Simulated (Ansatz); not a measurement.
# Ga2GeH6: basis-set convergence

The task here is to estimate one member of a computed series from the others.

Computed with Ansatz 0.2.0, Gaussian basis. Level: one geometry, several basis sets.

The runs, in order: PBE0-D4/def2-SVP; ωB97M-V/def2-SVP; PBE0-D4/def2-QZVPP; ωB97M-V/def2-QZVPP; the functionals' def2-TZVPP values are taken from earlier runs.

## The relaxed structure

The geometry comes from an earlier relaxation with PBE0-D4 in a triple-zeta def2 set; it is a stationary point, not always the lowest conformer.

9 atoms, charge 0, spin multiplicity 1.

Atoms are counted from 1 here; the program's logs count them from 0.

Bond lengths: Ga1–Ga2 2.457 Å, Ga1–H4 1.577 Å, Ga1–H5 1.577 Å, Ga2–Ge3 2.458 Å, Ga2–H6 1.580 Å, Ge3–H7 1.543 Å, Ge3–H8 1.541 Å, Ge3–H9 1.543 Å. Angles: Ga2–Ga1–H4 121.8°, Ga2–Ga1–H5 121.9°, H4–Ga1–H5 116.3°, Ga1–Ga2–Ge3 122.9°, Ga1–Ga2–H6 122.5°, Ge3–Ga2–H6 114.6°, Ga2–Ge3–H7 110.8°, Ga2–Ge3–H8 113.6°, Ga2–Ge3–H9 111.0°, H7–Ge3–H8 107.1°, H7–Ge3–H9 106.9°, H8–Ge3–H9 107.1°.

Set-up of the first run:

in.yaml

```yaml
crystal:
  periodic: [false, false, false]
  atoms:
    - {symbol: Ga, position_ang: [-1.800298, 0.657746, -1.502413]}
    - {symbol: Ga, position_ang: [-0.374079, 0.722901, 0.497223]}
    - {symbol: Ge, position_ang: [1.495378, -0.832845, 0.856073]}
    - {symbol: H, position_ang: [-3.098712, -0.235496, -1.568637]}
    - {symbol: H, position_ang: [-1.442717, 1.469380, -2.806934]}
    - {symbol: H, position_ang: [-0.585908, 1.775238, 1.656832]}
    - {symbol: H, position_ang: [2.829286, -0.067518, 0.981611]}
    - {symbol: H, position_ang: [1.668525, -1.861504, -0.278689]}
    - {symbol: H, position_ang: [1.308526, -1.627892, 2.164926]}
basis:
  gaussian: {orbitals: def2-SVP}
hamiltonian: {xc: pbe0, dispersion: d4}
output: {orbitals: {seedname: orbitals}}
```

Launch:

```bash
ansatz run in.yaml --threads 4 --pin off --events-out ev --progress --plain --max-ram 10444MiB
```

Among the steps run: PBE0-D4 in def2-SVP; ωB97M-V in def2-SVP; PBE0-D4 in def2-QZVPP; ωB97M-V in def2-QZVPP.

One of the session's tables, all rows but one given; the rest of the session is left out.

It belongs to the step «Functionals by basis». 

| functional | basis | HOMO (eV) | LUMO (eV) |
| --- | --- | --- | --- |
| PBE0-D4 | def2-SVP | ? | ? |
| PBE0-D4 | def2-TZVPP | -6.85 | -2.26 |
| PBE0-D4 | def2-QZVPP | -6.85 | -2.26 |
| ωB97M-V | def2-SVP | -8.73 | -0.49 |
| ωB97M-V | def2-TZVPP | -8.77 | -0.54 |
| ωB97M-V | def2-QZVPP | -8.77 | -0.60 |

Estimate the missing values for PBE0-D4, def2-SVP.

**Answer.** HOMO (eV): -6.84; LUMO (eV): -2.24. In the column «HOMO (eV)» it is the highest.
